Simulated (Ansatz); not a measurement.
# MgC: the cost of one run

Method: DFT PBE, scalar-relativistic, plane waves, PAW, in Ansatz 0.2.0.

## Step 1: Starting point

It takes space group Pmma (No. 51, orthorhombic). Conventional cell: a = 4.736 Å, b = 3.138 Å, c = 4.746 Å, α = 90.00°, β = 90.00°, γ = 90.00°. Around Mg (site symmetry mm2) lie 8 C at 2.82 to 2.87 Å and 2 Mg at 3.14 Å. C (site symmetry mm2) is surrounded by 8 Mg at 2.82 to 2.87 Å.

Coordinates:

```cif
data_structure
_symmetry_space_group_name_H-M 'P 1'
_symmetry_Int_Tables_number 1
_cell_length_a 4.7356
_cell_length_b 3.1382
_cell_length_c 4.7465
_cell_angle_alpha 90.000
_cell_angle_beta 90.000
_cell_angle_gamma 90.000
_cell_volume 70.54
loop_
_atom_site_label
_atom_site_type_symbol
_atom_site_fract_x
_atom_site_fract_y
_atom_site_fract_z
_atom_site_occupancy
Mg1 Mg 0.75000 0.50000 0.25411 1
Mg2 Mg 0.25000 0.50000 0.74589 1
C1 C 0.25000 0.00000 0.23953 1
C2 C 0.75000 0.00000 0.76047 1
```

The cell is invented: species swapped into a database cell of ZrRh (Pmma, No. 51), with Mg on the Zr sites and C on the Rh sites. The dimensions are guesses.

## Step 2: Probe: one point on a coarse mesh

Contents of input.yaml:

```yaml
crystal:
  lattice:
    - [4.73561528, 0.0, 0.0]
    - [0.0, 3.13820708, 0.0]
    - [0.0, 0.0, 4.74649358]
  atoms:
    - { symbol: Mg, position: [0.75, 0.5, 0.254111] }
    - { symbol: Mg, position: [0.25, 0.5, 0.745889] }
    - { symbol: C, position: [0.25, 0.0, 0.239532] }
    - { symbol: C, position: [0.75, 0.0, 0.760468] }
basis:
  ecutwfc: 420
kpoints:
  mp_grid: { grid: [4, 6, 4] }
hamiltonian:
  xc: pbe
scf:
  occupations: { method: gaussian, width: 0.1 }
  lower_state_search: "off"
output:
  forces: true
  stress: true
  eigenvalues: true
```

The run is started by

```bash
$ ansatz run input.yaml --threads 1 --pin off --max-ram 2048MiB --backend cpu --events-out ev --progress --plain --runs-dir out
```

Q: Estimate wall time and peak memory on 1 thread of Intel Xeon Platinum 8259CL at 2.50GHz (Skylake/Cascade Lake), shared host.

About 2.3 s, with a peak of 0.38 GiB.
